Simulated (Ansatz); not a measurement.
I need a single point in a Gaussian basis of CH₇NOSi₂, SMILES N[SiH]1[SiH2]C1O. Use the Ansatz DFT code, driven from Python. Settings: MP2, def2-TZVP basis, multiplicity 1.

| atom | x (Å) | y (Å) | z (Å) |
| --- | --- | --- | --- |
| N | -1.9419 | 0.6003 | 0.3100 |
| Si | -0.9727 | -0.7156 | 0.2934 |
| Si | 0.5950 | -1.0137 | -1.2690 |
| C | 0.8371 | -0.0130 | 0.2924 |
| O | 0.8738 | 1.4138 | 0.1513 |
| H | -1.4055 | 1.4559 | 0.0216 |
| H | -2.2164 | 0.8584 | 1.2653 |
| H | -1.1025 | -1.5301 | 1.4979 |
| H | 0.7195 | -0.1233 | -2.4140 |
| H | 1.5089 | -2.2124 | -1.1718 |
| H | 1.3777 | -0.4823 | 1.0746 |
| H | 1.8040 | 1.7067 | -0.0180 |

`ch7nosi2.py`:
```python
'''Single point of CH7NOSi2.'''

import json

import ansatz as az
from ase import Atoms


def main() -> None:
    atoms = Atoms(['N', 'Si', 'Si', 'C', 'O', 'H', 'H', 'H', 'H', 'H', 'H', 'H'], positions=[
        [-1.9419, 0.6003, 0.31],
        [-0.9727, -0.7156, 0.2934],
        [0.595, -1.0137, -1.269],
        [0.8371, -0.013, 0.2924],
        [0.8738, 1.4138, 0.1513],
        [-1.4055, 1.4559, 0.0216],
        [-2.2164, 0.8584, 1.2653],
        [-1.1025, -1.5301, 1.4979],
        [0.7195, -0.1233, -2.414],
        [1.5089, -2.2124, -1.1718],
        [1.3777, -0.4823, 1.0746],
        [1.804, 1.7067, -0.018],
    ])
    molecule = az.Crystal.molecule_from_ase(atoms)

    base = (
        molecule.calculation()
        .basis(gaussian='def2-TZVP')
        .correlation('MP2')
    )
    print(base.to_yaml())
    done = base.run()
    report = done.report

    for key in ('converged', 'free_energy_ev', 'reference_energy_ev', 'n_frozen', 'n_occupied', 'n_virtual'):
        print(f'{key:22s} {report[key]}')

    print('correlation energy', round(report['free_energy_ev'] - report['reference_energy_ev'], 5), 'eV')
    cluster = report['correlation'].get('coupled_cluster')
    if cluster:
        print('cycles', cluster['cycles'], ' T1 diagnostic', round(cluster['t1_diagnostic'], 4), ' largest double', round(cluster['largest_double'], 4))
    with open('ch7nosi2.json', 'w') as handle:
        json.dump({k: report[k] for k in ('free_energy_ev', 'reference_energy_ev', 'n_occupied', 'n_virtual')}, handle, indent=1)


if __name__ == '__main__':
    main()
```

Output of `python ch7nosi2.py`:
```text
crystal:
  periodic: [false, false, false]
  atoms:
    - { symbol: "N", position_ang: [-1.9419, 0.6003, 0.31] }
    - { symbol: Si, position_ang: [-0.9727, -0.7156, 0.2934] }
    - { symbol: Si, position_ang: [0.595, -1.0137, -1.269] }
    - { symbol: C, position_ang: [0.8371, -0.013, 0.2924] }
    - { symbol: O, position_ang: [0.8738, 1.4138, 0.1513] }
    - { symbol: H, position_ang: [-1.4055, 1.4559, 0.0216] }
    - { symbol: H, position_ang: [-2.2164, 0.8584, 1.2653] }
    - { symbol: H, position_ang: [-1.1025, -1.5301, 1.4979] }
    - { symbol: H, position_ang: [0.7195, -0.1233, -2.414] }
    - { symbol: H, position_ang: [1.5089, -2.2124, -1.1718] }
    - { symbol: H, position_ang: [1.3777, -0.4823, 1.0746] }
    - { symbol: H, position_ang: [1.804, 1.7067, -0.018] }
basis:
  gaussian:
    orbitals: def2-TZVP
correlation:
  method: mp2

converged              True
free_energy_ev         -20407.858877126626
reference_energy_ev    -20384.881306048494
n_frozen               13
n_occupied             [15, 15]
n_virtual              [181, 181]
correlation energy -22.97757 eV
```

File `ch7nosi2.json` afterwards:
```json
{
 "free_energy_ev": -20407.858877126626,
 "reference_energy_ev": -20384.881306048494,
 "n_occupied": [
  15,
  15
 ],
 "n_virtual": [
  181,
  181
 ]
}
```

What to keep in mind:
- Total energies depend on the basis set; only differences at equal settings carry meaning.
- The geometry is a force-field or estimated start, not a minimum of this method, and the basis set is short of its limit.
- Inner cores stay frozen, so this is valence correlation.
- It ran for 5.4 s on 1 thread of Intel(R) Xeon(R) 6975P-C (Granite Rapids) (shared host), peak memory 0.53 GiB.

(A comment or docstring line of the script was reworded after the run, the code is as it ran; lines on the test bed's own set-up are left out of the output.)
